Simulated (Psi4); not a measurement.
**One shape, several levels: singlet C2H3BF+**

Wanted: a comparison of 5 runs (BLYP/def2-SVPD, PBE/def2-SVPD, SVWN5/def2-SVPD, TPSS/def2-SVPD, revPBE/def2-SVPD) of singlet C2H3BF+. 

The calculation is run with Psi4 1.11.

### 1 The molecule

C2H3BF+ has 7 atoms, charge +1, and is taken as a singlet. As SMILES of the parent species, `C=[C]BF`. The coordinates come from a GFN2-xTB relaxation. This is one conformer, not always the lowest. That shape belongs to the parent species and isn't relaxed for this state.

Bond lengths: C1–C2 1.284 Å, C2–B3 1.482 Å, B3–F4 1.336 Å, C1–H5 1.085 Å, C1–H6 1.085 Å, B3–H7 1.175 Å. Angles: C1–C2–B3 178.7°, C2–B3–F4 119.5°, C2–C1–H5 123.1°, C2–C1–H6 123.2°, C2–B3–H7 123.2°, F4–B3–H7 117.2°, H5–C1–H6 113.7°.

### 2 The energy at BLYP/def2-SVPD (run 1)

calc.py reads:

```python
import psi4

psi4.set_memory(1600000000)
psi4.set_num_threads(1)
psi4.set_output_file('psi4.out', False)

m = psi4.geometry("""
1 1
C     -0.739240     1.166810     0.113650
C     -0.055700     0.085330     0.002100
B      0.727900    -1.161970    -0.160850
F      1.279660    -1.738220     0.911270
H     -0.299040     2.156100     0.042360
H     -1.809590     1.177770     0.290350
H      0.896010    -1.685820    -1.198900
symmetry c1
""")

psi4.set_options(dict(puream=True, e_convergence=1e-09, d_convergence=1e-08, scf_type='pk', dft_radial_points=99, dft_spherical_points=590))

E, wfn = psi4.energy('blyp/def2-SVPD', return_wfn=True)
psi4.oeprop(wfn, 'MAYER_INDICES', 'DIPOLE', 'MULLIKEN_CHARGES')
print(f'blyp/def2-SVPD energy: {E:.10f} Eh')
```

Launch:

```console
$ python calc.py
```

psi4.out:

```text
[...]
  Running in c1 symmetry.
[...]
  Nuclear repulsion =   88.617305522116666
[...]
  Multiplicity = 1
[...]
  Nalpha       = 14
  Nbeta        = 14
[...]
    Number of basis functions: 107
[...]
   @RKS iter   1:  -201.98045862631596   -8.89758e-02   5.21631e-03 ADIIS/DIIS
[...]
   @RKS iter  11:  -202.13350652567408   -2.08615e-11   7.53137e-09 DIIS
[...]
    Orbital Energies [Eh]
    ---------------------
    Doubly Occupied:
       1A    -24.545333     2A    -10.291078     3A    -10.233278
       4A     -6.857132     5A     -1.315207     6A     -0.993597
       7A     -0.822591     8A     -0.726892     9A     -0.687527
      10A     -0.683337    11A     -0.638780    12A     -0.624625
      13A     -0.550834    14A     -0.523615
[...]
  @RKS Final Energy:  -202.13350652567408
   => Energetics <=
    Nuclear Repulsion Energy =             88.6173055221166663
    One-Electron Energy =                -443.7865395862581863
    Two-Electron Energy =                 179.0609055936568836
    DFT Exchange-Correlation Energy =     -26.0251780551894711
    Empirical Dispersion Energy =           0.0000000000000000
    VV10 Nonlocal Energy =                  0.0000000000000000
    Total Energy =                       -202.1335065256740791
[...]
 Multipole Moments:
 ------------------------------------------------------------------------------------
     Multipole            Electronic (a.u.)      Nuclear  (a.u.)        Total (a.u.)
 ------------------------------------------------------------------------------------
 L = 1.  Multiply by 2.5417464519 to convert [e a0] to [Debye]
 Dipole X            :          2.0826808           -3.3842497           -1.3015688
 Dipole Y            :         -2.9167721            4.7604221            1.8436500
 Dipole Z            :          1.1417306           -1.7760239           -0.6342933
 Magnitude           :                                                    2.3442386
[...]
  Mulliken Charges: (a.u.)
   Center  Symbol    Alpha    Beta     Spin     Total
       1     C     2.90264  2.90264  0.00000  0.19472
       2     C     2.58691  2.58691  0.00000  0.82618
       3     B     2.64265  2.64265  0.00000 -0.28530
       4     F     4.60443  4.60443  0.00000 -0.20887
       5     H     0.48807  0.48807  0.00000  0.02387
       6     H     0.48909  0.48909  0.00000  0.02182
       7     H     0.28621  0.28621  0.00000  0.42757
   Total alpha = 14.00000, Total beta = 14.00000, Total charge =  1.00000
  Mayer Bond Indices:
[...]
```

Standard output:

```text
blyp/def2-SVPD energy: -202.1335065257 Eh
```

It took 12 s on 1 thread of AMD EPYC 9R45 (Zen 5), shared host; peak memory 0.61 GiB.

### 3 Energy and gradient at PBE/def2-SVPD (run 2)

calc.py reads:

```python
import psi4

psi4.set_memory(1600000000)
psi4.set_num_threads(1)
psi4.core.set_output_file('psi4.out', False)

geom = psi4.geometry("""
1 1
C     -1.39696114     2.20495134     0.21476737
C     -0.10525775     0.16125033     0.00396842
B      1.37553165    -2.19580507    -0.30396245
F      2.41820693    -3.28475974     1.72205073
H     -0.56510370     4.07443850     0.08004880
H     -3.41962950     2.22566274     0.54868198
H      1.69321350    -3.18573810    -2.26559265
units au
symmetry c1
""")

psi4.set_options({
    'basis': 'def2-SVPD',
    'puream': True,
    'e_convergence': 1e-09,
    'd_convergence': 1e-08,
    'scf_type': 'pk',
    'dft_radial_points': 99,
    'dft_spherical_points': 590,
})

e = psi4.gradient('pbe', molecule=geom)
print('gradient / Eh bohr^-1')
print(e.np.round(6))
for k, v in sorted(psi4.core.scalar_variables().items()):
    print(f'{k:45s} {v:18.10f}')
```

Launch:

```console
$ python calc.py
```

psi4.out:

```text
[...]
  Running in c1 symmetry.
[...]
  Nuclear repulsion =   88.617305534210871
[...]
  Multiplicity = 1
[...]
  Nalpha       = 14
  Nbeta        = 14
[...]
    Number of basis functions: 107
[...]
   @RKS iter   1:  -201.80380076651923   -9.05464e-02   4.84685e-03 DIIS/ADIIS
[...]
   @RKS iter  11:  -201.93627210427684   -1.58025e-11   7.95852e-09 DIIS
[...]
    Orbital Energies [Eh]
    ---------------------
    Doubly Occupied:
       1A    -24.516337     2A    -10.267475     3A    -10.205970
       4A     -6.828855     5A     -1.323356     6A     -1.000375
       7A     -0.828079     8A     -0.730898     9A     -0.692643
      10A     -0.687648    11A     -0.643243    12A     -0.629821
      13A     -0.555709    14A     -0.526377
[...]
  @RKS Final Energy:  -201.93627210427684
   => Energetics <=
    Nuclear Repulsion Energy =             88.6173055342108711
    One-Electron Energy =                -443.7720753466736596
    Two-Electron Energy =                 179.0331160409099311
    DFT Exchange-Correlation Energy =     -25.8146183327239527
    Empirical Dispersion Energy =           0.0000000000000000
    VV10 Nonlocal Energy =                  0.0000000000000000
    Total Energy =                       -201.9362721042768385
[...]
 Multipole Moments:
 ------------------------------------------------------------------------------------
     Multipole            Electronic (a.u.)      Nuclear  (a.u.)        Total (a.u.)
 ------------------------------------------------------------------------------------
 L = 1.  Multiply by 2.5417464519 to convert [e a0] to [Debye]
 Dipole X            :          2.0867546           -3.3842497           -1.2974950
 Dipole Y            :         -2.9204986            4.7604221            1.8399235
 Dipole Z            :          1.1514651           -1.7760239           -0.6245588
 Magnitude           :                                                    2.3364258
[...]
  -Total Gradient:
     Atom            X                  Y                   Z
    ------   -----------------  -----------------  -----------------
       1       -0.022295934262     0.035342958496     0.004299115127
       2        0.046510430037    -0.075822954653    -0.016243170991
       3       -0.048551192236     0.072423406009    -0.009328635203
       4        0.010825802212    -0.014667453611     0.008075579542
       5       -0.010640374421    -0.021279594772     0.001813462511
       6        0.023676056591     0.000848797257    -0.003763840200
       7        0.000460076029     0.003170364696     0.015113695752
[...]
```

On the terminal:

```text
gradient / Eh bohr^-1
[[-0.022296  0.035343  0.004299]
 [ 0.04651  -0.075823 -0.016243]
 [-0.048551  0.072423 -0.009329]
 [ 0.010826 -0.014667  0.008076]
 [-0.01064  -0.02128   0.001813]
 [ 0.023676  0.000849 -0.003764]
 [ 0.00046   0.00317   0.015114]]
CURRENT ENERGY                                   -201.9362721043
CURRENT REFERENCE ENERGY                         -201.9362721043
DD SOLVATION ENERGY                                 0.0000000000
DFT FUNCTIONAL TOTAL ENERGY                      -201.9362721043
DFT TOTAL ENERGY                                 -201.9362721043
DFT VV10 ENERGY                                     0.0000000000
DFT XC ENERGY                                     -25.8146183327
GRID ELECTRONS ALPHA                               13.9999999373
GRID ELECTRONS BETA                                13.9999999373
GRID ELECTRONS TOTAL                               27.9999998746
NUCLEAR REPULSION ENERGY                           88.6173055342
ONE-ELECTRON ENERGY                              -443.7720753467
PCM POLARIZATION ENERGY                             0.0000000000
PE ENERGY                                           0.0000000000
SCF ITERATION ENERGY                             -201.9362721043
SCF ITERATIONS                                     11.0000000000
SCF TOTAL ENERGY                                 -201.9362721043
TWO-ELECTRON ENERGY                               179.0331160409
XC GRID RADIAL POINTS                              99.0000000000
XC GRID SPHERICAL POINTS                          590.0000000000
XC GRID TOTAL POINTS                           393869.0000000000
```

Run time: 17 s. Hardware: 1 thread of AMD EPYC 9R45 (Zen 5), shared host; peak memory 0.61 GiB.

Runs 3 to 4 aren't shown in full; the table further down has their settings and results.

### 4 Energy and forces at revPBE/def2-SVPD (run 5)

job.json reads:

```json
{
  "schema_name": "qcschema_input",
  "schema_version": 1,
  "molecule": {
    "schema_name": "qcschema_molecule",
    "schema_version": 2,
    "symbols": ["C", "C", "B", "F", "H", "H", "H"],
    "geometry": [-1.39696114, 2.20495134, 0.21476737, -0.10525775, 0.16125033, 0.00396842, 1.37553165, -2.19580507, -0.30396245, 2.41820693, -3.28475974, 1.72205073, -0.5651037, 4.0744385, 0.0800488, -3.4196295, 2.22566274, 0.54868198, 1.6932135, -3.1857381, -2.26559265],
    "molecular_charge": 1,
    "molecular_multiplicity": 1,
    "fix_symmetry": "c1",
    "fix_com": true,
    "fix_orientation": true
  },
  "driver": "gradient",
  "model": {
    "method": "revpbe",
    "basis": "def2-SVPD"
  },
  "keywords": {
    "reference": "rks",
    "puream": true,
    "e_convergence": 1e-09,
    "d_convergence": 1e-08,
    "scf_type": "pk",
    "dft_radial_points": 99,
    "dft_spherical_points": 590
  }
}
```

Launch:

```console
$ psi4 --qcschema job.json -n 1 --memory 1600MB
```

stdout:

```text
[...]
  Running in c1 symmetry.
[...]
  Nuclear repulsion =   88.617305534210885
[...]
  Multiplicity = 1
[...]
  Nalpha       = 14
  Nbeta        = 14
[...]
    Number of basis functions: 107
[...]
   @RKS iter   1:  -201.99440117505515   -1.07961e-01   4.73050e-03 DIIS/ADIIS
[...]
   @RKS iter  11:  -202.11970191894022   -1.33014e-11   6.93515e-09 DIIS
[...]
    Orbital Energies [Eh]
    ---------------------
    Doubly Occupied:
       1A    -24.526513     2A    -10.276991     3A    -10.216121
       4A     -6.838120     5A     -1.323886     6A     -1.000891
       7A     -0.827931     8A     -0.729633     9A     -0.691296
      10A     -0.685330    11A     -0.641325    12A     -0.626945
      13A     -0.553750    14A     -0.525278
[...]
  @RKS Final Energy:  -202.11970191894022
   => Energetics <=
    Nuclear Repulsion Energy =             88.6173055342108853
    One-Electron Energy =                -443.7695990378819033
    Two-Electron Energy =                 179.0401015016122415
    DFT Exchange-Correlation Energy =     -26.0075099168814781
    Empirical Dispersion Energy =           0.0000000000000000
    VV10 Nonlocal Energy =                  0.0000000000000000
    Total Energy =                       -202.1197019189402226
[...]
 Multipole Moments:
 ------------------------------------------------------------------------------------
     Multipole            Electronic (a.u.)      Nuclear  (a.u.)        Total (a.u.)
 ------------------------------------------------------------------------------------
 L = 1.  Multiply by 2.5417464519 to convert [e a0] to [Debye]
 Dipole X            :        -17.9148312           17.3366876           -0.5781436
 Dipole Y            :         24.0985040          -23.2302898            0.8682142
 Dipole Z            :        -13.7428778           13.6541972           -0.0886806
 Magnitude           :                                                    1.0468573
[...]
  -Total Gradient:
     Atom            X                  Y                   Z
    ------   -----------------  -----------------  -----------------
       1       -0.019029115037     0.030165102235     0.003750247958
       2        0.045907176800    -0.074806772370    -0.015929649005
       3       -0.048766129363     0.073728376112    -0.005504226565
       4        0.008634149553    -0.012313620626     0.004073058320
       5       -0.010619560052    -0.020942652541     0.001812202899
       6        0.023366087377     0.000972886599    -0.003711296072
       7        0.000491901759     0.003212449827     0.015474598997
[...]
```

The result, in JSON:

```text
{
 "driver": "gradient",
 "model": {
  "method": "revpbe",
  "basis": "def2-SVPD"
 },
 "success": true,
 "return_result": [-0.019029115037270367, 0.030165102234717356, 0.0037502479583956527, 0.04590717680008488, -0.07480677237000233, -0.01592964900462119, -0.04876612936300836, 0.0737283761119358, -0.005504226564762155, 0.008634149553351955, -0.012313620625603955, 0.0040730583203200665, -0.010619560051797067, -0.020942652540914097, 0.0018122028993966255, 0.023366087376704703, 0.0009728865989268032, -0.003711296071854664, 0.0004919017592459329, 0.0032124498265574813, 0.015474598997469946],
 "properties": {
  "calcinfo_nbasis": 107,
  "calcinfo_nmo": 107,
  "calcinfo_nalpha": 14,
  "calcinfo_nbeta": 14,
  "calcinfo_natom": 7,
  "nuclear_repulsion_energy": 88.61730553421089,
  "return_energy": -202.11970191894022,
  "return_gradient": [-0.019029115037270367, 0.030165102234717356, 0.0037502479583956527, 0.04590717680008488, -0.07480677237000233, -0.01592964900462119, -0.04876612936300836, 0.0737283761119358, -0.005504226564762155, 0.008634149553351955, -0.012313620625603955, 0.0040730583203200665, -0.010619560051797067, -0.020942652540914097, 0.0018122028993966255, 0.023366087376704703, 0.0009728865989268032, -0.003711296071854664, 0.0004919017592459329, 0.0032124498265574813, 0.015474598997469946],
  "scf_one_electron_energy": -443.7695990378819,
  "scf_two_electron_energy": 179.04010150161224,
  "scf_xc_energy": -26.007509916881478,
  "scf_dipole_moment": [-0.5781436354783729, 0.8682141630658506, -0.08868058861947326],
  "scf_total_energy": -202.11970191894022,
  "scf_total_gradient": [-0.019029115037270367, 0.030165102234717356, 0.0037502479583956527, 0.04590717680008488, -0.07480677237000233, -0.01592964900462119, -0.04876612936300836, 0.0737283761119358, -0.005504226564762155, 0.008634149553351955, -0.012313620625603955, 0.0040730583203200665, -0.010619560051797067, -0.020942652540914097, 0.0018122028993966255, 0.023366087376704703, 0.0009728865989268032, -0.003711296071854664, 0.0004919017592459329, 0.0032124498265574813, 0.015474598997469946],
  "scf_iterations": 11
 }
}
```

Wall time 17 s (1 thread of AMD EPYC 9R45 (Zen 5), shared host); peak memory 0.62 GiB.

### 5 Overview of the runs

| run | level | task | energy (Eh) | HOMO energy (eV) | LUMO energy (eV) | HOMO–LUMO gap (eV) | wall time |
| --- | --- | --- | --- | --- | --- | --- | --- |
| 1 | BLYP/def2-SVPD | energy | -202.133507 | -14.25 | -12.83 | 1.42 | 12 s |
| 2 | PBE/def2-SVPD | gradient | -201.936272 | -14.32 | -13.00 | 1.33 | 17 s |
| 3 | SVWN5/def2-SVPD | gradient | -200.526875 | -14.37 | -13.19 | 1.18 | 14 s |
| 4 | TPSS/def2-SVPD | energy | -202.212876 | -14.52 | -12.85 | 1.67 | 35 s |
| 5 | revPBE/def2-SVPD | gradient | -202.119702 | -14.29 | -12.92 | 1.38 | 17 s |

### 6 Results

| quantity | value |
| --- | --- |
| run 5: total energy | -202.11970 Eh |
| run 5: HOMO energy | -14.29 eV |
| run 5: LUMO energy | -12.92 eV |
| run 5: HOMO–LUMO gap | 1.38 eV |
| run 5: largest force on an atom | 4.587 eV/Å |

In words: The HOMO–LUMO gap runs from 1.18 eV (SVWN5/def2-SVPD) to 1.67 eV (TPSS/def2-SVPD). Totals of different functionals can't be ranked against each other. All runs together took 93 s, the longest 35 s.
